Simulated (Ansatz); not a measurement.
**CH2FNOSi (SMILES O=C=N[SiH2]F): RPA@PBE0/cc-pVDZ**

Aim: the energy change on altering one bond length of CH2FNOSi at RPA@PBE0/cc-pVDZ, from 2 runs. 

The results are computed with Ansatz 0.2.0.

153 further runs of the same task are left out: 153 set aside as unsound or not needed.

### Step 1. The system as given

CH2FNOSi: 7 atoms, total charge 0, spin state singlet. SMILES: `O=C=N[SiH2]F`. The coordinates come from a PBE0-D4/def2-TZVP relaxation. This is one conformer, not always the lowest.

Bond lengths: O1–C2 1.162 Å, C2–N3 1.195 Å, N3–Si4 1.694 Å, Si4–F5 1.591 Å, Si4–H6 1.475 Å, Si4–H7 1.475 Å. Angles: O1–C2–N3 178.4°, C2–N3–Si4 166.0°, N3–Si4–F5 109.2°, N3–Si4–H6 109.0°, N3–Si4–H7 109.0°, F5–Si4–H6 108.2°, F5–Si4–H7 108.2°, H6–Si4–H7 113.2°.

### Step 2. The energy at RPA@PBE0/cc-pVDZ

run.yaml reads:

```yaml
crystal:
  periodic: [false, false, false]
  atoms:
    - {symbol: O, position_ang: [-0.573800, -2.908000, -0.552000]}
    - {symbol: C, position_ang: [-0.306900, -1.816900, -0.256100]}
    - {symbol: "N", position_ang: [-0.019000, -0.706200, 0.076100]}
    - {symbol: Si, position_ang: [0.212100, 0.968300, 0.188900]}
    - {symbol: F, position_ang: [-0.420200, 1.671000, -1.091000]}
    - {symbol: H, position_ang: [-0.490300, 1.470300, 1.384800]}
    - {symbol: H, position_ang: [1.659300, 1.253600, 0.203700]}
basis:
  gaussian:
    orbitals: cc-pVDZ
hamiltonian:
  xc: {name: PBE0}
correlation:
  method: rpa
  frozen_orbitals: {C: 1, F: 1, H: 0, "N": 1, O: 1, Si: 5}
accuracy: high
```

Run with:

```sh
$ ansatz run run.yaml --threads 1 --pin off --max-ram 3480MiB --events-out events.jsonl --progress --plain --runs-dir runs
```

The log of the run:

```text
Warning: RAYON_NUM_THREADS=1 ignored (pool sized by the plan → 1); use --threads N
Functional definition: PBE0
  name "PBE0"
  parameter a = 0.25
  parameter kappa = 0.804
  parameter beta = 0.06672455060314922
  exchange = (1 - a)*pbe_x(kappa = kappa, mu = beta*pi^2/3) + a*exact_x
  correlation = pbe_c(beta = beta)
1809 factors; integrals over basis functions are off by at most 3.6e-9 eV
mean field evaluation 1: about -15187.7171 eV, gradient 5.2e1 eV
mean field evaluation 2: about -15187.9355 eV, gradient 5.2e1 eV
mean field evaluation 4: about -15192.4470 eV, gradient 6.1e0 eV
mean field evaluation 8: about -15192.5393 eV, gradient 2.3e-1 eV
mean field evaluation 16: about -15192.5394 eV, gradient 1.1e-5 eV
mean field -15192.53940171 eV, -558.3155251399 hartree, gradient 3.8e-8 eV, S^2 0.000000; 0 other end points of the search recorded, 0 dependent functions left out
9 core orbitals not correlated: weight in the atoms' cores, before any rotation towards them, 1.000 or more for the frozen orbitals, at most 0.000 for the correlated occupied ones
reference -15151.44817602 eV, -556.8054504482 hartree; 14, 14 occupied and 61, 61 virtual orbitals, 1809 factors
Total energy: -15178.95893895 eV, -557.8164523384 hartree
```

It took 11 s on 1 thread of Arm Neoverse V1, shared host; peak memory 0.26 GiB.

### Step 3. The distorted shape at the same level

in.yaml reads:

```yaml
crystal:
  periodic: [false, false, false]
  atoms:
    - {symbol: O, position_ang: [-0.707253, -3.453564, -0.699954]}
    - {symbol: C, position_ang: [-0.306900, -1.816900, -0.256100]}
    - {symbol: "N", position_ang: [-0.019000, -0.706200, 0.076100]}
    - {symbol: Si, position_ang: [0.212100, 0.968300, 0.188900]}
    - {symbol: F, position_ang: [-0.420200, 1.671000, -1.091000]}
    - {symbol: H, position_ang: [-0.490300, 1.470300, 1.384800]}
    - {symbol: H, position_ang: [1.659300, 1.253600, 0.203700]}
basis:
  gaussian: {orbitals: cc-pVDZ}
hamiltonian: {xc: {name: PBE0}}
correlation: {method: rpa, frozen_orbitals: {C: 1, F: 1, H: 0, "N": 1, O: 1, Si: 5}}
accuracy: high
```

Run with:

```sh
$ ansatz run in.yaml --threads 1 --pin off --max-ram 3480MiB --events-out events.jsonl --progress --plain --runs-dir runs
```

The log of the run (excerpt; [...] marks lines left out):

```text
Warning: RAYON_NUM_THREADS=1 ignored (pool sized by the plan → 1); use --threads N
[... 2 set-up lines as earlier in the session ...]
[...]
1807 factors; integrals over basis functions are off by at most 3.6e-9 eV
[...]
mean field -15187.32843276 eV, -558.1240255630 hartree, gradient 4.2e-8 eV, S^2 0.000000; 0 other end points of the search recorded, 0 dependent functions left out
9 core orbitals not correlated: weight in the atoms' cores, before any rotation towards them, 1.000 or more for the frozen orbitals, at most 0.000 for the correlated occupied ones
reference -15145.75768190 eV, -556.5963286464 hartree; 14, 14 occupied and 61, 61 virtual orbitals, 1807 factors
Total energy: -15174.32218801 eV, -557.6460548843 hartree
```

Wall time 12 s (1 thread of Arm Neoverse V1, shared host); peak memory 0.32 GiB.

### Step 4. Outcome

At RPA@PBE0/cc-pVDZ, 9 core orbitals frozen:

| quantity | value |
| --- | --- |
| first shape: total energy | -557.81645 Eh |
| first shape: RPA correlation energy (valence) | -1011.0 mEh |
| distorted shape: total energy | -557.64605 Eh |
| distorted shape: RPA correlation energy (valence) | -1049.7 mEh |
| energy change with the O1–C2 bond stretched from 1.162 to 1.742 Å | 4.637 eV |

With the O1–C2 bond stretched from 1.162 to 1.742 Å the energy rises by 4.64 eV (107 kcal/mol). The first shape isn't relaxed at this level, so the change isn't measured from a minimum. A restricted reference can't describe the breaking bond well at this length.
